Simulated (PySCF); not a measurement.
# BH7NPSi: the cost of one run

The runs use PySCF 2.14.0, with density-fitted response routines of our own; the level of theory stands in each step. All values are computed, except where a source is named. Atoms count from 0, in the outputs and in this text.

### 1 The molecule as given

11 atoms, charge 0, multiplicity 1; geometry from: GFN2-xTB. The atoms were then displaced at random by about 0.01 Å, so the start is not that level's minimum.

Bonds of the start (Å): B0–P1 1.85, P1–Si2 2.24, Si2–N3 1.68, B0–H4 1.14, B0–H5 1.16, P1–H6 1.38, Si2–H7 1.46, Si2–H8 1.44, N3–H9 1.04, N3–H10 1.00.

### 2 Relaxing the molecule at PBE0-D3(BJ)/def2-SVP

Job settings and geometry (Å):

```
{"job": {"xc": "PBE0", "basis": "def2-SVP", "d3": "d3bj", "grid": 1, "shake": 0.01, "kind": "geom"}, "charge": 0, "multiplicity": 1}
B      2.393230    -0.230090    -0.404160
P      0.910170     0.849810    -0.131810
Si    -0.879290    -0.498770    -0.136700
N     -2.136960     0.585390     0.115800
H      3.318770    -0.119970     0.257910
H      2.385180    -0.876430    -1.366580
H      1.011150     1.185250     1.203990
H     -0.876420    -1.441690     0.983630
H     -0.832400    -1.230210    -1.380470
H     -3.119350     0.238700     0.135470
H     -2.135960     1.512180    -0.252820
```

Command:

```
$ OMP_NUM_THREADS=1 python probes_run.py task.json out
```

The driver reads the jobs from task.json and runs them one after another.

Q: Estimate the wall time and peak memory of this first job on 1 thread of AMD EPYC 7B13, shared host.

About 23 s, with a peak of 0.41 GiB.
